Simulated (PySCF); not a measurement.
# C₉H₁₀O₂: excited states, first hyperpolarisability

Aim: compute the excited states, first hyperpolarisability of C₉H₁₀O₂ (`CCc1ccccc1C(=O)O`).

Programs: PySCF 2.14.0, with routines of our own; each step states its level. All values are computed. Atoms count from 0.

## Step 1: The starting structure

21 atoms, charge 0, multiplicity 1; geometry from: GFN2-xTB.

## Step 2: Relaxing the molecule at PBE0-D3(BJ)/def2-SVP

What the job is given:

```
{"job": {"xc": "PBE0", "basis": "def2-SVP", "d3": "d3bj", "grid": 2, "kind": "geom"}, "charge": 0, "multiplicity": 1}
C      2.575888     0.102645    -0.134395
C      1.403874     0.347882    -1.087864
C      0.145404    -0.240560    -0.523246
C     -0.161331    -1.562881    -0.828244
C     -1.286016    -2.184935    -0.321385
C     -2.148415    -1.482353     0.505118
C     -1.871520    -0.167322     0.814614
C     -0.728461     0.463110     0.317846
C     -0.481516     1.866826     0.713931
O      0.578802     2.443156     0.699373
O     -1.599785     2.491431     1.130613
H      3.498773     0.471417    -0.574271
H      2.403240     0.628847     0.799876
H      2.685666    -0.960048     0.072347
H      1.294859     1.420863    -1.238789
H      1.616719    -0.121757    -2.051098
H      0.504076    -2.112753    -1.478756
H     -1.492163    -3.215399    -0.571437
H     -3.031188    -1.958667     0.904048
H     -2.534737     0.388313     1.458465
H     -1.381089     3.399127     1.392781
```

Command:

```
$ OMP_NUM_THREADS=1 python excited_run.py task.json out
```

This one command runs all jobs of the session in turn.

Standard output:

```text
step   0  E = -498.54128698  max force = 0.012324
step   1  E = -498.54347331  max force = 0.002508
step   2  E = -498.54357764  max force = 0.004028
step   3  E = -498.54360441  max force = 0.002469
step   4  E = -498.54368455  max force = 0.001497
step   5  E = -498.54369769  max force = 0.001851
step   6  E = -498.54372710  max force = 0.000530
step   7  E = -498.54373515  max force = 0.000726
step   8  E = -498.54374695  max force = 0.000674
step   9  E = -498.54375594  max force = 0.000439
optimisation converged
```

It took 3.8 min on 1 thread of Arm Neoverse V2, shared host; peak memory 0.95 GiB.

Along the way:

| step | energy from step 0 (eV) | largest force component (eV/Å) |
| --- | --- | --- |
| 0 | 0.0000 | 0.6337 |
| 1 | -0.0595 | 0.1290 |
| 2 | -0.0623 | 0.2071 |
| 3 | -0.0631 | 0.1270 |
| 4 | -0.0652 | 0.0770 |
| 5 | -0.0656 | 0.0952 |
| 6 | -0.0664 | 0.0273 |
| 7 | -0.0666 | 0.0373 |
| 8 | -0.0669 | 0.0347 |
| 9 | -0.0672 | 0.0226 |

Distances of close pairs at the start and the end, largest changes first:

| bond | before (Å) | after (Å) | change (Å) |
| --- | --- | --- | --- |
| C0–H11 | 1.087 | 1.101 | +0.014 |
| C0–H13 | 1.088 | 1.101 | +0.013 |
| C4–H17 | 1.080 | 1.093 | +0.013 |
| C5–H18 | 1.079 | 1.092 | +0.013 |
| C0–H12 | 1.086 | 1.099 | +0.012 |
| C3–H16 | 1.081 | 1.093 | +0.012 |
| C2–C7 | 1.402 | 1.414 | +0.012 |
| C6–H19 | 1.078 | 1.090 | +0.012 |

The next job starts from the end point, and lists it.

| at the end point | value |
| --- | --- |
| point group (found at 0.08 Å tolerance) | C1 |
| rotational constants (GHz, main isotopes) | 1.399, 1.140, 0.662 |
| dipole moment (D) | 1.43 |

## Step 3: Excited states: TDA wB97X-D/def2-SVPD

What the job is given:

```
{"job": {"kind": "states", "xc": "wB97X-D", "basis": "def2-SVPD", "tda": true, "soc": true, "nstates": 6, "ntriplets": 5, "nquad": 4}, "charge": 0, "multiplicity": 1}
C      2.590540     0.152779    -0.141519
C      1.413759     0.313850    -1.101239
C      0.129729    -0.243199    -0.544367
C     -0.229704    -1.549805    -0.898757
C     -1.376992    -2.162652    -0.406080
C     -2.215152    -1.468255     0.463990
C     -1.889114    -0.168061     0.824745
C     -0.726462     0.452296     0.340158
C     -0.436454     1.846329     0.769262
O      0.584988     2.458384     0.565798
O     -1.452668     2.405325     1.447568
H      3.517381     0.531436    -0.598469
H      2.415011     0.721257     0.781991
H      2.747732    -0.904482     0.122792
H      1.293752     1.377448    -1.344954
H      1.632498    -0.219834    -2.039932
H      0.418901    -2.097464    -1.587822
H     -1.619114    -3.185022    -0.706691
H     -3.120723    -1.935999     0.856029
H     -2.537633     0.392970     1.497725
H     -1.149871     3.293866     1.686947
```

Method: TDA wB97X-D/def2-SVPD excited states, vertical, gas phase, spin-orbit mean-field couplings.

Standard output:

```text
coarse grid: 18152 points
cycle   1  E = -498.6765850391  dE =  2.214e+00  |g| = 9.425e-01  |ddm| = 1.724e+01
cycle   2  E = -498.5707132306  dE =  1.059e-01  |g| = 1.274e+00  |ddm| = 5.113e+00
cycle   3  E = -498.8550088495  dE = -2.843e-01  |g| = 1.566e-01  |ddm| = 3.417e+00
cycle   4  E = -498.8589889454  dE = -3.980e-03  |g| = 7.228e-02  |ddm| = 5.117e-01
cycle   5  E = -498.8599539228  dE = -9.650e-04  |g| = 1.295e-02  |ddm| = 1.989e-01
cycle   6  E = -498.8599937353  dE = -3.981e-05  |g| = 4.217e-03  |ddm| = 7.519e-02
cycle   7  E = -498.8599988178  dE = -5.082e-06  |g| = 1.480e-03  |ddm| = 2.705e-02
final grid: 177008 points
cycle   8  E = -498.9477625089  dE = -1.602e-04  |g| = 4.707e-03  |ddm| = 5.869e-01
cycle   9  E = -498.9477657677  dE = -3.259e-06  |g| = 4.187e-03  |ddm| = 6.291e-02
cycle  10  E = -498.9477692969  dE = -3.529e-06  |g| = 1.016e-03  |ddm| = 1.386e-02
cycle  11  E = -498.9477694903  dE = -1.934e-07  |g| = 6.060e-04  |ddm| = 7.307e-03
cycle  12  E = -498.9477695722  dE = -8.195e-08  |g| = 1.253e-04  |ddm| = 1.802e-03
cycle  13  E = -498.9477695770  dE = -4.771e-09  |g| = 4.711e-05  |ddm| = 5.709e-04
cycle  14  E = -498.9477695783  dE = -1.273e-09  |g| = 1.311e-05  |ddm| = 4.194e-04
cycle  15  E = -498.9477695784  dE = -1.098e-10  |g| = 7.108e-06  |ddm| = 1.108e-04
converged SCF energy = -498.9477695784

Singlet excitations
state   eV       nm        f     d(h-e)  d(exc)  Lambda  PR(NTO)  |dmu|/D   mu/D   main configurations
  1   5.0492   245.6   0.03942   0.395   2.952   0.662   1.573    1.060    2.299   H->L 0.68, H-1->L+1 0.19
  2   5.2018   238.3   0.00381   1.092   2.797   0.485   1.091    3.000    1.633   H-2->L 0.78, H-2->L+5 0.09
  3   5.8220   213.0   0.18066   0.553   2.970   0.751   1.507    1.690    3.096   H-1->L 0.67, H->L+1 0.18
  4   6.9866   177.5   0.64526   0.428   3.119   0.709   2.047    1.193    2.515   H->L+1 0.35, H-1->L+1 0.24, H-1->L 0.14
  5   7.0284   176.4   0.61802   0.425   2.909   0.686   1.798                     H-1->L+1 0.36, H->L+1 0.33
  6   7.0430   176.0   0.00791   0.605   3.130   0.438   1.075                     H-4->L 0.78

Triplet excitations (Tamm-Dancoff)
state   eV     d(h-e)  d(exc)  Lambda  PR(NTO)   main configurations
  1   3.8761   0.169   2.683   0.738   1.441   H-1->L 0.52, H->L 0.25, H->L+1 0.15
  2   4.2032   0.546   2.859   0.693   1.032   H->L 0.69, H-1->L 0.22
  3   4.6365   0.116   2.723   0.806   1.560   H->L+1 0.72, H-1->L 0.20
  4   4.8006   1.113   2.688   0.463   1.052   H-2->L 0.82, H-2->L+5 0.11
  5   5.3724   0.102   2.734   0.652   1.046   H-1->L+1 0.89
S1 - T1 = 1.1732 eV

Spin-orbit couplings |<S|Hso|T>| (cm-1)
             T1       T2       T3       T4       T5
S0        3.370    2.077    7.048   46.949    0.489
S1        3.577    0.411    1.240    3.220    0.339
S2       11.722    0.782    6.205    2.773    1.019
S3        2.230    0.604    2.800   13.311    0.376
S4        0.559    0.424    0.730    3.263    1.330
S5        1.190    0.306    1.895   11.205    0.173
S6        1.578    1.270    1.382    9.073    0.188
T1 sublevels (cm-1): 0.000 0.000 0.006   radiative rates (1/s): 0.127 0.00261 4.25
```

Wall time 2.1 min (1 thread of Arm Neoverse V2, shared host); peak memory 1.4 GiB.

In short:

| quantity | value |
| --- | --- |
| S1 less T1 | 1.17 eV |

The fields below are evaluated on a grid from the run's orbitals.

Frontier orbitals at wB97X-D/def2-SVPD, with the share of their density that lies nearest to each atom:

| orbital | energy (eV) | lies on |
| --- | --- | --- |
| HOMO | -9.08 | C2, C5 about 24 % each; C3 13 %; C6 10 % |
| LUMO | 0.19 | C4, C8 about 17 % each; C7 14 %; O9 11 % |

ELF in a plane through or near 10 of the atoms.

Ten even steps from ' ' (0.00) to '@' (1.00):
```
                                                        
                                                        
                                                        
                      ..**%%##..                        
                  --****%%@@##  --==::                  
                  --%%%%::##....%%%%++::                
            ::##--  ::**##**::%%==%%##==                
            ++@@@@@@--  **##--++%%%%**..                
              ##@@**++##--##**..::..                    
        ::--::==%%::--%%::####::..::::::..--==::        
      **@@@@@@--..**::  ====..##**##@@**##@@@@@@::      
      --%%@@%%++%%%%++++**@@##====++**==**@@@@@@..      
          ..  --**++..@@..--++..  ....  ..--==..        
            ..@@@@@@**++**@@@@**                        
            **@@@@@@++  ++@@@@%%                        
            ..%%@@##..    ++**--                        
                                                        
                                                        
                                                        
                                                        
```
The map spans 12.6 Å across and 12.9 Å up, centred on the molecule. Atoms in the plane (x, y in Å): C3 (-0.6, -1.7), C4 (-1.9, -1.7), C5 (-2.6, -0.5), C6 (-2.0, 0.7), C7 (-0.6, 0.7), C8 (0.1, 2.0), O9 (1.3, 2.2), O10 (-0.8, 3.1), H17 (-2.5, -2.7), H20 (-0.2, 3.9).

On the surface of density 0.002 e/bohr³ the electrostatic potential runs, from the 1st to the 99th percentile, from -1.45 V near O9 to 2.31 V near H20.

## Step 4: Excited states: TDDFT CAM-B3LYP/def2-SVPD

The job, as its differences from that of step 3:

```diff
@@ -1,2 +1,2 @@
-{"job": {"kind": "states", "xc": "wB97X-D", "basis": "def2-SVPD", "tda": true, "soc": true, "nstates": 6, "ntriplets": 5, "nquad": 4}, "charge": 0, "multiplicity": 1}
+{"job": {"kind": "states", "xc": "CAM-B3LYP", "basis": "def2-SVPD", "tpa": true, "nstates": 8, "nquad": 6, "ntriplets": 0}, "charge": 0, "multiplicity": 1}
 C      2.590540     0.152779    -0.141519
```

Method: TDDFT CAM-B3LYP/def2-SVPD excited states, vertical, gas phase, two-photon moments by quadratic response.

Standard output:

```text
coarse grid: 18152 points
cycle   1  E = -498.5777508698  dE =  2.121e+00  |g| = 9.481e-01  |ddm| = 2.391e+01
cycle   2  E = -498.4064561324  dE =  1.713e-01  |g| = 1.401e+00  |ddm| = 5.820e+00
cycle   3  E = -498.7545101316  dE = -3.481e-01  |g| = 1.894e-01  |ddm| = 4.112e+00
cycle   4  E = -498.7604464466  dE = -5.936e-03  |g| = 7.981e-02  |ddm| = 5.868e-01
cycle   5  E = -498.7615774456  dE = -1.131e-03  |g| = 1.568e-02  |ddm| = 1.782e-01
cycle   6  E = -498.7616326377  dE = -5.519e-05  |g| = 4.494e-03  |ddm| = 9.926e-02
cycle   7  E = -498.7616376618  dE = -5.024e-06  |g| = 1.603e-03  |ddm| = 2.393e-02
final grid: 177008 points
cycle   8  E = -498.8705638518  dE = -5.240e-05  |g| = 3.919e-03  |ddm| = 2.722e-01
cycle   9  E = -498.8705631766  dE =  6.752e-07  |g| = 4.423e-03  |ddm| = 4.392e-02
cycle  10  E = -498.8705680498  dE = -4.873e-06  |g| = 7.638e-04  |ddm| = 1.980e-02
cycle  11  E = -498.8705681678  dE = -1.179e-07  |g| = 2.753e-04  |ddm| = 2.741e-03
cycle  12  E = -498.8705681822  dE = -1.444e-08  |g| = 1.151e-04  |ddm| = 1.255e-03
cycle  13  E = -498.8705681852  dE = -3.005e-09  |g| = 2.477e-05  |ddm| = 4.104e-04
cycle  14  E = -498.8705681854  dE = -2.037e-10  |g| = 7.171e-06  |ddm| = 1.268e-04
converged SCF energy = -498.8705681854

Singlet excitations
state   eV       nm        f     d(h-e)  d(exc)  Lambda  PR(NTO)  |dmu|/D   mu/D   delta(TPA)   sigma/GM   main configurations
  1   4.9471   250.6   0.04269   0.458   2.959   0.662   1.551    1.436    2.722       23.89      0.214   H->L 0.78, H-1->L+1 0.14
  2   5.1806   239.3   0.00424   1.128   2.801   0.474   1.069    3.060    1.643        1.82      0.018   H-2->L 0.79
  3   5.5865   221.9   0.14893   0.515   2.962   0.743   1.530    1.605    3.084       99.54      1.138   H-1->L 0.72, H->L+1 0.15
  4   6.5878   188.2   0.62834   0.177   2.995   0.772   1.717    0.449    1.902       24.70      0.393   H->L+1 0.71, H-1->L 0.17
  5   6.6754   185.7   0.30401   0.289   2.913   0.628   1.569    0.632    2.030       27.12      0.443   H-1->L+1 0.71, H->L 0.12
  6   7.0719   175.3   0.00014   0.610   3.148   0.431   1.044    2.206    2.564        1.92      0.035   H-4->L 0.81
  7   7.1590   173.2   0.00221   0.595   4.046   0.255   1.056                                            H->L+2 0.53, H->L+3 0.37
  8   7.2383   171.3   0.01245   1.142   3.364   0.423   1.597                                            H-3->L 0.58, H-2->L+1 0.09
```

Wall time 2.7 min (1 thread of Arm Neoverse V2, shared host); peak memory 1.4 GiB.

## Step 5: First hyperpolarisability: quadratic response CAM-B3LYP/def2-SVPD

The job, as its differences from that of step 4:

```diff
@@ -1,2 +1,2 @@
-{"job": {"kind": "states", "xc": "CAM-B3LYP", "basis": "def2-SVPD", "tpa": true, "nstates": 8, "nquad": 6, "ntriplets": 0}, "charge": 0, "multiplicity": 1}
+{"job": {"kind": "beta", "xc": "CAM-B3LYP", "basis": "def2-SVPD"}, "charge": 0, "multiplicity": 1}
 C      2.590540     0.152779    -0.141519
```

With the program's defaults for keys left out, this is: quadratic response CAM-B3LYP/def2-SVPD first hyperpolarisability, Taylor convention, gas phase.

Standard output:

```text
coarse grid: 18152 points
cycle   1  E = -498.5777508698  dE =  2.121e+00  |g| = 9.481e-01  |ddm| = 2.391e+01
cycle   2  E = -498.4064561324  dE =  1.713e-01  |g| = 1.401e+00  |ddm| = 5.820e+00
cycle   3  E = -498.7545101316  dE = -3.481e-01  |g| = 1.894e-01  |ddm| = 4.112e+00
cycle   4  E = -498.7604464466  dE = -5.936e-03  |g| = 7.981e-02  |ddm| = 5.868e-01
cycle   5  E = -498.7615774456  dE = -1.131e-03  |g| = 1.568e-02  |ddm| = 1.782e-01
cycle   6  E = -498.7616326377  dE = -5.519e-05  |g| = 4.494e-03  |ddm| = 9.926e-02
cycle   7  E = -498.7616376618  dE = -5.024e-06  |g| = 1.603e-03  |ddm| = 2.393e-02
final grid: 177008 points
cycle   8  E = -498.8705638518  dE = -5.240e-05  |g| = 3.919e-03  |ddm| = 2.722e-01
cycle   9  E = -498.8705631766  dE =  6.752e-07  |g| = 4.423e-03  |ddm| = 4.392e-02
cycle  10  E = -498.8705680498  dE = -4.873e-06  |g| = 7.638e-04  |ddm| = 1.980e-02
cycle  11  E = -498.8705681678  dE = -1.179e-07  |g| = 2.753e-04  |ddm| = 2.741e-03
cycle  12  E = -498.8705681822  dE = -1.444e-08  |g| = 1.151e-04  |ddm| = 1.255e-03
cycle  13  E = -498.8705681852  dE = -3.005e-09  |g| = 2.477e-05  |ddm| = 4.104e-04
cycle  14  E = -498.8705681854  dE = -2.037e-10  |g| = 7.171e-06  |ddm| = 1.268e-04
converged SCF energy = -498.8705681854

Lowest singlets (eV, f): 4.9471 0.0427  5.1806 0.0042  5.5865 0.1489

First hyperpolarisability (au)
process     nm      |vector|   parallel      HRS      DR
static         -      182.09      64.08      98.79   2.786
shg       1907.0      201.30      71.48     106.38    2.91
eope      1907.0      188.22      66.44          -       -
shg       1064.0      254.14      91.87     126.98   3.234
eope      1064.0      202.75      72.04          -       -
```

It took 2 min on 1 thread of Arm Neoverse V2, shared host; peak memory 1.4 GiB.

## Step 6: Results

```
                                                 quantity                                                value
                                              point group                                                   C1
                     rotational constants (main isotopes)                                 1.40, 1.14, 0.66 GHz
               S1 less T1 (step 3, TDA wB97X-D/def2-SVPD)                                              1.17 eV
                    surface potential, 1st and 99th percentile                                   -1.45 V and 2.31 V
β vector (step 5, quadratic response CAM-B3LYP/def2-SVPD)  static 182, SHG 1907.0 nm 201, SHG 1064.0 nm 254 au
```

In words: Relaxing lowered the energy by 0.067 eV in 9 steps; the close pair that moved most is C0–H11, from 1.087 to 1.101 Å. No frequency check was run at this level, so the end point may be a saddle. In step 3, the number of triplets below S1 is 4, and the largest singlet-triplet spin-orbit coupling is S0–T4, 46.95 cm⁻¹. β grows from 182 au (static) to 254 au for doubling at 1064.0 nm: normal dispersion, which grows as twice the photon energy moves toward the bright states.
